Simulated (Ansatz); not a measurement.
# C2H6AlFSi: a ladder of functionals and wavefunction methods

How much do the methods differ for C2H6AlFSi? The plan is to run it at one geometry with functionals of several rungs and with coupled cluster, and see how far each lands from CCSD(T) at the basis-set limit for the atomisation energy.

Method: functionals in def2-TZVPP, the program's frozen cores in correlated methods; program: Ansatz 0.2.0, Gaussian basis.

Levels to be run: PBE-D4, r2SCAN-D4, PBE0-D4, B3LYP-D4, ωB97X-V, ωB97M-V, B2PLYP; CCSD(T)/def2-TZVPP; MP2/def2-QZVPP; extrapolation to the limit.

## (1) Structure used throughout

The geometry comes from an earlier relaxation with PBE0-D4 in a triple-zeta def2 set; it is a stationary point, not always the lowest conformer.

11 atoms, charge 0, spin multiplicity 1.

Atoms are counted from 1 here; the program's logs count them from 0.

Bond lengths: F1–Al2 1.645 Å, Al2–C3 1.906 Å, Al2–C4 1.947 Å, Al2–Si5 2.541 Å, Al2–H10 1.853 Å, C3–C4 1.569 Å, C3–H6 1.089 Å, C3–H7 1.090 Å, C4–Si5 1.805 Å, C4–H8 1.085 Å, Si5–H9 1.492 Å, Si5–H10 1.609 Å, Si5–H11 1.482 Å. Angles: F1–Al2–C3 150.1°, F1–Al2–C4 148.1°, F1–Al2–Si5 132.6°, F1–Al2–H10 106.4°, C3–Al2–C4 48.1°, C3–Al2–Si5 77.2°, C3–Al2–H10 99.8°, C4–Al2–Si5 45.1°, C4–Al2–H10 83.5°, Si5–Al2–H10 39.2°, Al2–C3–C4 67.4°, Al2–C3–H6 128.9°, Al2–C3–H7 113.6°, C4–C3–H6 118.3°, C4–C3–H7 111.5°, H6–C3–H7 110.1°, Al2–C4–C3 64.6°, Al2–C4–Si5 85.1° and more.

## (2) PBE-D4 (GGA)

Contents of in.yaml:

```yaml
crystal:
  periodic: [false, false, false]
  atoms:
    - {symbol: F, position_ang: [-1.800860, -2.257100, 0.673083]}
    - {symbol: Al, position_ang: [-0.748948, -0.995838, 0.585864]}
    - {symbol: C, position_ang: [0.679618, 0.019437, 1.334482]}
    - {symbol: C, position_ang: [0.861929, -0.237703, -0.202924]}
    - {symbol: Si, position_ang: [-0.274859, 0.725636, -1.221370]}
    - {symbol: H, position_ang: [0.674888, 1.049249, 1.688183]}
    - {symbol: H, position_ang: [1.376522, -0.576357, 1.924594]}
    - {symbol: H, position_ang: [1.821610, -0.561033, -0.591601]}
    - {symbol: H, position_ang: [-0.437386, 2.207899, -1.168612]}
    - {symbol: H, position_ang: [-1.596938, 0.326972, -0.395581]}
    - {symbol: H, position_ang: [-0.490277, 0.241739, -2.605319]}
basis:
  gaussian: {orbitals: def2-TZVPP}
hamiltonian: {xc: pbe, dispersion: d4}
output: {forces: true, orbitals: {seedname: orbitals}}
```

Started as:

```
ansatz run in.yaml --threads 4 --pin off --events-out ev --progress --plain --max-ram 10444MiB
```

Further steps of the session: r2SCAN-D4 (meta-GGA); PBE0-D4 (hybrid); B3LYP-D4 (hybrid); ωB97X-V (range-separated); ωB97M-V (range-separated); B2PLYP (double hybrid); CCSD(T) in def2-TZVPP; MP2 in def2-QZVPP.

**Question.** What will the summary of the whole plan be? Wanted: atomisation energy, CCSD(T)/CBS; farthest; mean size of error, hybrid; mean size of error, range-separated; gap, smallest and largest; T1 diagnostic; triples share of the correlation energy.

**Answer**, as computed:

| quantity | value |
| --- | --- |
| atomisation energy, CCSD(T)/CBS | 40.503 eV |
| functionals within 0.203 eV (0.5 %) | r2SCAN-D4, PBE0-D4, ωB97X-V, ωB97M-V |
| farthest | B2PLYP (-0.623 eV) |
| mean size of error, hybrid | 0.225 eV |
| mean size of error, range-separated | 0.039 eV |
| gap, smallest and largest | 3.18 eV (PBE-D4), 9.34 eV (ωB97X-V) |
| T1 diagnostic | 0.0127 |
| triples share of the correlation energy | 3.8 % |

**Reading.** PBE-D4 misses by +0.398 eV. Double hybrids carry the basis error of their MP2 part in triple zeta, and no dispersion term here, so their miss is partly the set-up's. The reference freezes the cores and leaves out relativity and excitations past (T), so misses under about 0.203 eV can't be ranked. Hartree-Fock recovers 74 % of the binding; the rest is correlation. Orbital gaps span 3.2 to 9.3 eV; exact exchange widens them.
